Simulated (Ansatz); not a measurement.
# GeH4F (doublet): wave-function methods side by side at distance Ge1–H5 along a hydrogen transfer = 1.781 Å, cc-pVDZ

An exercise on one series of results from a longer session: the logs are not shown, and one member is left open.

Computed with Ansatz 0.2.0, Gaussian basis. Level: cc-pVDZ, core rule «outside noble gas», up to 15 orbitals frozen.

Plan: UHF; CCSD(T) on ROHF; CCSD(T) on UHF; BCCD(T) on ROHF; CISD; CCSDT(Q) on ROHF; CCSDT(Q) on UHF; CASSCF and MRCISD+Q, 3 electrons in 3 orbitals; CASSCF and NEVPT2, 3 electrons in 3 orbitals; CASSCF and MRCISD+Q, 15 electrons in 12 orbitals; CASSCF and NEVPT2, 15 electrons in 12 orbitals.

## What is computed

The geometry derives from fragments relaxed apart (PBE0/def2-TZVP) and kept rigid, so it is no stationary point. A hydrogen atom is moved between rigid fragments. No spin-orbit coupling is included. The filled d shell of Ge may be among the frozen orbitals whatever the setting's name suggests; the logs give the count.

6 atoms, charge 0, spin multiplicity 2.

Atoms are counted from 1 here; the program's logs count them from 0.

Bond lengths: Ge1–H2 1.534 Å, Ge1–H3 1.534 Å, Ge1–H4 1.534 Å, Ge1–H5 1.781 Å, H5–F6 0.999 Å. Angles: H2–Ge1–H3 109.5°, H2–Ge1–H4 109.5°, H2–Ge1–H5 109.5°, H3–Ge1–H4 109.5°, H3–Ge1–H5 109.5°, H4–Ge1–H5 109.5°, Ge1–H5–F6 180.0°.

The first run:

Contents of in.yaml:

```yaml
crystal:
  periodic: [false, false, false]
  atoms:
    - {symbol: Ge, position_ang: [-0.554657, 0.000000, 0.000000]}
    - {symbol: H, position_ang: [-1.066107, 1.446599, 0.000000]}
    - {symbol: H, position_ang: [-1.066107, -0.723300, 1.252792]}
    - {symbol: H, position_ang: [-1.066107, -0.723299, -1.252792]}
    - {symbol: H, position_ang: [1.226343, 0.000000, 0.000000]}
    - {symbol: F, position_ang: [2.225343, 0.000000, 0.000000]}
basis:
  gaussian: {orbitals: cc-pVDZ}
magnetization: {spin_polarized: true, initial_magnetization: 1}
hamiltonian: {xc: hf}
output: {orbitals: {seedname: orbitals}}
```

On the command line:

```bash
$ ansatz run in.yaml --threads 1 --pin off --events-out ev --progress --plain --max-ram 2816MiB --backend cpu
```

Among the steps run: UHF; CCSD(T) on ROHF; CCSD(T) on UHF; BCCD(T) on ROHF; CISD; CCSDT(Q) on ROHF; CCSDT(Q) on UHF; CASSCF and MRCISD+Q, 3 electrons in 3 orbitals; CASSCF and NEVPT2, 3 electrons in 3 orbitals; CASSCF and MRCISD+Q, 15 electrons in 12 orbitals; CASSCF and NEVPT2, 15 electrons in 12 orbitals.

One table of the session follows, with a row left open; its other results are not shown here.

| method | from UCCSDT(Q) (meV) |
| --- | --- |
| ROHF | +9318.4 |
| UHF | +9220.6 |
| RMP2 | +974.1 |
| UMP2 | +993.4 |
| RCCSD | +181.7 |
| UCCSD | +176.2 |
| RCCSD(T) | +38.7 |
| UCCSD(T) | +35.6 |
| BCCD(T) | +37.2 |
| RCCSDT | +18.1 |
| UCCSDT | +14.7 |
| RCCSDT(Q) | ? |
| UCCSDT(Q) | 0 |
| CASSCF valence | +7329.3 |
| NEVPT2 valence | +1251.5 |
| MRCISD valence | +541.5 |
| MRCISD+Q valence | +81.5 |

**Question.** Estimate the row for RCCSDT(Q).

As computed: from UCCSDT(Q) (meV): +3.8. In the column «from UCCSDT(Q) (meV)» it lies between UCCSDT(Q) (0) and UCCSDT (+14.7).

Not comparable, so not listed: CISD (they don't share determinant, frozen orbitals or solution with the rows shown, or repeat one).

Caveats from the session: Left out of the table: CASSCF pair, NEVPT2 pair, MRCISD pair, MRCISD+Q pair (the active space lost an orbital or holds another state than full CI finds). Restricted and unrestricted rows rest on different reference determinants; where their highest levels disagree by more than a few hundredths of an eV, they describe different states and don't form one ladder. Warnings in the runs' records: passed over end.
